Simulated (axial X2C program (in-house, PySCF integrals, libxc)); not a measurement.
# A two-component session on CsCu⁺: EOM-IP-CCSD levels

Aim: EOM-IP-CCSD levels of CsCu⁺, with spin–orbit coupling in the Hamiltonian from the start.

The runs use an in-house X2C program for linear molecules on PySCF integrals; two-component X2C with atomic mean-field terms, Cs dyall-cv3z, Cu dyall-cv3z.

All values are calculated.

### 1 Set-up

File task.json:

```json
{
 "zs": [
  55,
  29
 ],
 "q": 1,
 "bas": [
  "dyall-cv3z",
  "dyall-cv3z"
 ],
 "r0": 3.44,
 "eom": "ip",
 "rq": 0,
 "thr": -2.0,
 "nmax": 95,
 "grid": [
  1,
  0.96,
  1.045,
  0.92,
  1.09,
  1.15
 ]
}
```

Keys: zs atomic numbers; q charge; bas basis sets; r0 starting distance in Å; eom kind of EOM run; thr threshold in hartree for freezing inner shells (an s shell follows its p shell); nmax most natural virtual spinors; grid distances as factors.

Command:

```console
$ python soeom.py task.json out
```

Nuclei are Gaussian, cores are contracted, and the Gaunt term is on.

### 2 EOM-IP-CCSD at 3.125 Å

Reference: the closed shell CsCu; 20 electrons correlated, 82 virtual spinors; roots sought by Ω: 1/2: 4, 3/2: 3, 5/2: 1.

Output:

```text
two-component X2C + atomic mean field  HF
basis functions 247  fitting functions 1298  grid points 5808
iter        total energy     max residual
   1      -9432.588188950     2.58e-01
   2      -9432.627558237     3.73e-02
   3      -9432.623592364     5.88e-02
   4      -9432.635345896     1.81e-03
   5      -9432.635654875     1.54e-03
   6      -9432.635738618     6.96e-04
   7      -9432.635759726     1.56e-04
   8      -9432.635761938     4.15e-05
   9      -9432.635762225     1.44e-05
  10      -9432.635762244     3.54e-06
  11      -9432.635762246     1.03e-06
  12      -9432.635762246     4.71e-07
converged
one-electron -13481.22336797  Coulomb 4041.80997118  exact exchange -257.86989603  xc functional 0.00000000  nuclear repulsion 270.09204845  atomic mean-field constant -5.44451788
correlated 20  virtual 346  natural virtual 82  E(MP2) -0.728738559  MP2 remainder -0.092248928
iter   CCSD correlation   residual
   1     -0.549888178   2.74e-01
   2     -0.584223310   1.68e-01
   3     -0.590388583   4.61e-02
   4     -0.590010578   2.21e-02
   5     -0.589939079   8.63e-03
   6     -0.590221525   4.15e-03
   7     -0.590209028   1.78e-03
   8     -0.590178042   1.06e-03
   9     -0.590241277   6.35e-04
  10     -0.590206651   2.94e-04
  11     -0.590212470   1.25e-04
  12     -0.590215131   5.07e-05
  13     -0.590214468   2.87e-05
  14     -0.590214353   1.70e-05
  15     -0.590214660   9.89e-06
  16     -0.590214452   5.01e-06
  17     -0.590214397   2.63e-06
  18     -0.590214440   1.47e-06
  19     -0.590214411   9.70e-07
  20     -0.590214421   6.18e-07
(T) -0.023220667  T1 0.0353  D1 0.0820  max T2 0.125
EOM-IP-CCSD roots
2*Omega      energy/Eh   energy/eV  one-particle weight
    1       0.18910420      5.1458      0.954
    1       0.26908818      7.3223      0.886
    1       0.27848954      7.5781      0.885
    1       0.35675988      9.7079      0.004
    3       0.26826956      7.3000      0.886
    3       0.27712225      7.5409      0.887
    3       0.35842268      9.7532      0.003
    5       0.26719421      7.2707      0.888
```

T1 in the output is the amplitude norm over the root of the electron number; divide by √2 for the Lee–Taylor value.

| Ω | vertical IE (eV) | above lowest (cm⁻¹) | spinor | weight |
| --- | --- | --- | --- | --- |
| 1/2 | 5.146 | 0 | 52% Cu sσ, 30% Cs sσ, 11% Cs pσ | 0.95 |
| 5/2 | 7.271 | 17140 | 100% Cu dδ | 0.89 |
| 3/2 | 7.300 | 17370 | 74% Cu dπ, 25% Cu dδ | 0.89 |
| 1/2 | 7.322 | 17550 | 56% Cu dσ, 44% Cu dπ | 0.89 |
| 3/2 | 7.541 | 19320 | 75% Cu dδ, 25% Cu dπ | 0.89 |
| 1/2 | 7.578 | 19620 | 56% Cu dπ, 44% Cu dσ | 0.89 |

Run time: 22 s. Hardware: 1 thread of Intel Xeon Platinum 8375C at 2.90GHz (Ice Lake), shared host; peak memory 1.2 GiB.

### 3 EOM-IP-CCSD at 3.000 Å

| Ω | vertical IE (eV) | above lowest (cm⁻¹) | spinor | weight |
| --- | --- | --- | --- | --- |
| 1/2 | 5.209 | 0 | 51% Cu sσ, 30% Cs sσ, 11% Cs pσ | 0.96 |
| 5/2 | 7.393 | 17620 | 100% Cu dδ | 0.89 |
| 3/2 | 7.432 | 17930 | 72% Cu dπ, 27% Cu dδ | 0.89 |
| 1/2 | 7.457 | 18140 | 56% Cu dσ, 43% Cu dπ | 0.89 |
| 3/2 | 7.667 | 19830 | 73% Cu dδ, 27% Cu dπ | 0.89 |
| 1/2 | 7.713 | 20200 | 56% Cu dπ, 43% Cu dσ | 0.89 |

Run time: 24 s. Hardware: 1 thread of Intel Xeon Platinum 8375C at 2.90GHz (Ice Lake), shared host; peak memory 1.2 GiB.

### 4 EOM-IP-CCSD at 3.266 Å

| Ω | vertical IE (eV) | above lowest (cm⁻¹) | spinor | weight |
| --- | --- | --- | --- | --- |
| 1/2 | 5.070 | 0 | 53% Cu sσ, 29% Cs sσ, 11% Cs pσ | 0.95 |
| 5/2 | 7.163 | 16880 | 100% Cu dδ | 0.89 |
| 3/2 | 7.183 | 17050 | 76% Cu dπ, 24% Cu dδ | 0.88 |
| 1/2 | 7.202 | 17200 | 56% Cu dσ, 44% Cu dπ | 0.88 |
| 3/2 | 7.430 | 19040 | 77% Cu dδ, 23% Cu dπ | 0.89 |
| 1/2 | 7.458 | 19260 | 56% Cu dπ, 44% Cu dσ | 0.88 |

It took 23 s on 1 thread of Intel Xeon Platinum 8375C at 2.90GHz (Ice Lake), shared host; peak memory 1.3 GiB.

### 5 EOM-IP-CCSD at 2.875 Å

| Ω | vertical IE (eV) | above lowest (cm⁻¹) | spinor | weight |
| --- | --- | --- | --- | --- |
| 1/2 | 5.265 | 0 | 50% Cu sσ, 31% Cs sσ, 11% Cs pσ | 0.96 |
| 5/2 | 7.548 | 18420 | 100% Cu dδ | 0.89 |
| 3/2 | 7.599 | 18830 | 69% Cu dπ, 30% Cu dδ | 0.89 |
| 1/2 | 7.625 | 19040 | 57% Cu dσ, 42% Cu dπ | 0.89 |
| 3/2 | 7.827 | 20670 | 70% Cu dδ, 30% Cu dπ | 0.89 |
| 1/2 | 7.881 | 21100 | 57% Cu dπ, 42% Cu dσ | 0.89 |

Wall time 23 s (1 thread of Intel Xeon Platinum 8375C at 2.90GHz (Ice Lake), shared host); peak memory 1.3 GiB.

### 6 EOM-IP-CCSD at 3.406 Å

| Ω | vertical IE (eV) | above lowest (cm⁻¹) | spinor | weight |
| --- | --- | --- | --- | --- |
| 1/2 | 4.990 | 0 | 54% Cu sσ, 28% Cs sσ, 11% Cs pσ | 0.95 |
| 5/2 | 7.079 | 16840 | 100% Cu dδ | 0.88 |
| 3/2 | 7.092 | 16950 | 78% Cu dπ, 22% Cu dδ | 0.88 |
| 1/2 | 7.106 | 17070 | 56% Cu dσ, 43% Cu dπ | 0.88 |
| 3/2 | 7.344 | 18980 | 78% Cu dδ, 22% Cu dπ | 0.88 |
| 1/2 | 7.363 | 19140 | 56% Cu dπ, 43% Cu dσ | 0.88 |

Run time: 23 s. Hardware: 1 thread of Intel Xeon Platinum 8375C at 2.90GHz (Ice Lake), shared host; peak memory 1.3 GiB.

### 7 EOM-IP-CCSD at 3.594 Å

| Ω | vertical IE (eV) | above lowest (cm⁻¹) | spinor | weight |
| --- | --- | --- | --- | --- |
| 1/2 | 4.883 | 0 | 55% Cu sσ, 28% Cs sσ, 12% Cs pσ | 0.95 |
| 5/2 | 6.994 | 17020 | 100% Cu dδ | 0.88 |
| 3/2 | 7.000 | 17070 | 79% Cu dπ, 21% Cu dδ | 0.88 |
| 1/2 | 7.009 | 17150 | 57% Cu dσ, 43% Cu dπ | 0.88 |
| 3/2 | 7.257 | 19140 | 79% Cu dδ, 21% Cu dπ | 0.88 |
| 1/2 | 7.267 | 19230 | 57% Cu dπ, 42% Cu dσ | 0.88 |

It took 24 s on 1 thread of Intel Xeon Platinum 8375C at 2.90GHz (Ice Lake), shared host; peak memory 1.3 GiB.

### 8 Curves of the states

Energies in eV from the lowest point of the lowest state; states are followed by energy order within each Ω.

| R (Å) | (1)Ω=1/2 | (1)Ω=5/2 | (1)Ω=3/2 | (2)Ω=1/2 | (2)Ω=3/2 | (3)Ω=1/2 |
| --- | --- | --- | --- | --- | --- | --- |
| 2.875 | 0.3920 | 2.6758 | 2.7261 | 2.7529 | 2.9545 | 3.0081 |
| 3.000 | 0.2659 | 2.4504 | 2.4893 | 2.5144 | 2.7242 | 2.7698 |
| 3.125 | 0.1704 | 2.2953 | 2.3246 | 2.3469 | 2.5655 | 2.6027 |
| 3.266 | 0.0928 | 2.1860 | 2.2062 | 2.2248 | 2.4530 | 2.4811 |
| 3.406 | 0.0403 | 2.1287 | 2.1416 | 2.1563 | 2.3935 | 2.4133 |
| 3.594 | 0.0000 | 2.1106 | 2.1162 | 2.1260 | 2.3734 | 2.3839 |

### 9 Results

| quantity | value |
| --- | --- |
| lowest root at 3.125 Å | Ω = 1/2, 5.146 eV |
| next root led by one particle | Ω = 5/2, about 17140 cm⁻¹ higher |
| T1 of the reference | 0.025 |

Removing an electron from the reference determinant of CsCu costs 5.15 eV and empties a spinor of 52% Cu sσ, 30% Cs sσ, 11% Cs pσ. Errors of 0.1 to 0.3 eV are usual at this size, and roots led by higher excitations are left out, so the list is incomplete, and low states of that kind can be missing.
